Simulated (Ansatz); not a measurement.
**FH₈NSi₂ (built from SMILES F.N[SiH2][SiH3]): molecular dynamics**

Aim: follow the atoms for 40 steps of 0.5 fs with a Langevin thermostat, with velocities drawn for 300 K, and see to which side of the barrier the system falls.

Computed with Ansatz 0.2.0, Gaussian basis. Level: PBE0-D4/def2-SVP.

## Step 1: Starting geometry

The start, a first-order saddle point found at PBE0-D4 in triple zeta: 12 atoms, charge 0, spin multiplicity 1.

Atoms are counted from 1 here; the program's logs count them from 0.

Bond lengths: Si1–H3 1.505 Å, Si1–H4 1.477 Å, Si1–N5 1.691 Å, Si2–H8 1.493 Å, Si2–H9 1.485 Å, Si2–H10 1.484 Å, N5–H11 1.004 Å, N5–H12 1.004 Å, H6–F7 1.178 Å. Angles: H3–Si1–H4 104.8°, H3–Si1–N5 100.9°, H4–Si1–N5 123.6°, H8–Si2–H9 108.7°, H8–Si2–H10 108.7°, H9–Si2–H10 110.7°, Si1–N5–H11 121.9°, Si1–N5–H12 123.5°, H11–N5–H12 114.5°.

Coordinates:

```xyz
12

Si   -0.69200    0.24623   -0.49180
Si    0.71835   -1.35940    0.94344
H    -0.29760   -0.84083   -1.45442
H    -2.12995    0.02175   -0.23915
N    -0.08339    1.61039   -1.28353
H    -0.08823    0.26433    1.21357
F    -0.65574    1.29686    1.20281
H     1.11326   -1.37590    2.38273
H    -0.13120   -2.54628    0.66962
H     1.94690   -1.39057    0.11172
H     0.34776    1.54967   -2.18843
H    -0.04807    2.52355   -0.86657
```

## Step 2: Dynamics

md/in.yaml reads:

```yaml
crystal:
  periodic: [false, false, false]
  atoms:
    - {symbol: Si, position_ang: [-0.691998, 0.246228, -0.491798]}
    - {symbol: Si, position_ang: [0.718353, -1.359401, 0.943442]}
    - {symbol: H, position_ang: [-0.297603, -0.840826, -1.454421]}
    - {symbol: H, position_ang: [-2.129950, 0.021752, -0.239147]}
    - {symbol: N, position_ang: [-0.083392, 1.610389, -1.283530]}
    - {symbol: H, position_ang: [-0.088230, 0.264334, 1.213565]}
    - {symbol: F, position_ang: [-0.655737, 1.296859, 1.202808]}
    - {symbol: H, position_ang: [1.113255, -1.375903, 2.382731]}
    - {symbol: H, position_ang: [-0.131197, -2.546280, 0.669623]}
    - {symbol: H, position_ang: [1.946903, -1.390570, 0.111722]}
    - {symbol: H, position_ang: [0.347762, 1.549666, -2.188430]}
    - {symbol: H, position_ang: [-0.048066, 2.523551, -0.866565]}
basis:
  gaussian: {orbitals: def2-SVP}
hamiltonian: {xc: pbe0, dispersion: d4}
md: {n_steps: 40, timestep: 0.5, temperature: 300, ensemble: nvt_langevin, seed: 96, friction: 0.05, initial_velocities: maxwell_boltzmann}
```

Started as:

```console
$ ansatz run in.yaml --threads 4 --pin off --events-out ev --progress --plain --max-ram 9574MiB
```

Q: Predict the outcome of this session. Wanted: temperature at the start; mean temperature, second half; lowest and highest potential energy, from the first frame; largest change of potential + kinetic.

The runs gave:

| quantity | value |
| --- | --- |
| length | 40 steps, 20.0 fs |
| temperature at the start | 275 K |
| mean temperature, second half | 278 K |
| lowest and highest potential energy, from the first frame | 0 and 231 meV |
| largest change of potential + kinetic | 312.6 meV |

In words: By the last frame it has moved back towards the start side of the step. The thermostat trades energy with the molecule, so the sum of potential and kinetic energy isn't conserved: it changes by +227 meV over the run. The instant temperature ranges from 128 to 384 K, as energy passes between motion and strain. Under Langevin the temperature counts 3N degrees of freedom, more than the drawn velocities fill, so it starts at 275 K, not 300 K.
